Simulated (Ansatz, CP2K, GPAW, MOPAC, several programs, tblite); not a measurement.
# What each method gives for Ag2CdSiTe4 (kesterite)

Ag2CdSiTe4 built on the kesterite prototype, relaxed with r2SCAN in Ansatz, was computed with several methods. It is tetragonal, I-4 (No. 82); a = 6.400 Å, c = 12.353 Å in the conventional setting, 31.63 Å³ an atom. Ag is surrounded by 4 Te at 2.83 Å; Ag is surrounded by 4 Te at 2.77 Å; Cd is surrounded by 4 Te at 2.83 Å; Si is surrounded by 4 Te at 2.54 Å; Te is surrounded by 1 Si at 2.54 Å and 2 Ag at 2.77–2.83 Å and 1 Cd at 2.83 Å. Spin-unpolarised throughout. Whether this structure exists isn't addressed.

```
Ag Cd Si Te
1.0
    -3.20015    3.20015    6.17634
     3.20015   -3.20015    6.17634
     3.20015    3.20015   -6.17634
Ag Cd Si Te
2 1 1 4
Direct
  0.00000 0.00000 0.00000
  0.75000 0.25000 0.50000
  0.25000 0.75000 0.50000
  0.50000 0.50000 0.00000
  0.14834 0.60992 0.99223
  0.39008 0.38231 0.53842
  0.61769 0.15611 0.00777
  0.84389 0.85166 0.46158
```

Gaps and times are for a single point on this cell; volume and bulk modulus come from each method's own relaxation or energy curve at fixed shape, which is too stiff where a cell has free coordinates or axes. Times are rough, from shared hosts (Arm Neoverse V1), and each method has its own mesh and cell size. A double dagger marks a value from a curve with shape and coordinates held. PM7 (MOPAC): levels, charges or heat of formation failed a check of plausibility, so no values are given. PM6 (MOPAC), PM7 (MOPAC), GFN1-xTB (tblite), GFN2-xTB (tblite) treat a cluster of cells at its zone centre, which samples few k points: where these miss a band edge, the gap comes out too large for that reason alone. Gaps from k meshes are read at a limited set of points (mesh, symmetry points, PBE's band edges), so each method's own least gap may be somewhat smaller. xTB and the PM methods were fitted mostly to molecules, and can miss a solid's gap by electronvolts. Minimal bases can be far off for gaps. GLLB-SC's gap includes the derivative discontinuity. d marks a direct gap, i an indirect one (no mark: not told apart), a dash a value that wasn't computed or didn't pass its checks.

| method | kind | gap (eV) | own volume (Å³/atom) | bulk modulus (GPa) | atoms computed | processor time |
| --- | --- | --- | --- | --- | --- | --- |
| GFN1-xTB (tblite) | tight binding | 2.28 | 29.82‡ | 67‡ | 64 | 3.7 s |
| PM7 (MOPAC) | semi-empirical | – | – | – | 64 | 6.2 s |
| GFN2-xTB (tblite) | tight binding | 2.02 | 33.54‡ | 44‡ | 64 | 6.5 s |
| light PBE (260 eV, its own mesh) | light plane-wave | 0.58 d | – | – | 8 | 8.9 s |
| PM6 (MOPAC) | semi-empirical | 4.36 | – | – | 64 | 22 s |
| PBE/SZV (CP2K) | small basis | 0.55 d | – | – | 8 | 32 s |
| PBE/DZVP (CP2K) | small basis | 0.67 d | 32.98‡ | 40‡ | 8 | 73 s |
| PBE | semilocal | 0.60 d | 32.41 | 41‡ | 8 | 100 s |
| r2SCAN | semilocal | 1.01 d | 31.63 | 46‡ | 8 | 3.3 min |
| GLLB-SC (GPAW) | model potential | 1.29 | – | – | 8 | 3.7 min |

Against r2SCAN (1.01 eV) the nearest gap at the points sampled is that of GLLB-SC (GPAW) (+0.28 eV) and the farthest that of PM6 (MOPAC) (+3.35 eV). r2SCAN is only a yardstick of convenience: semilocal gaps usually lie below measured ones, which GLLB-SC and hybrids aim to mend.

Volumes against r2SCAN's: PBE +2.5 %.

No spin-orbit coupling is included; it can move band edges with weight on the heavy atoms by tenths of an eV.
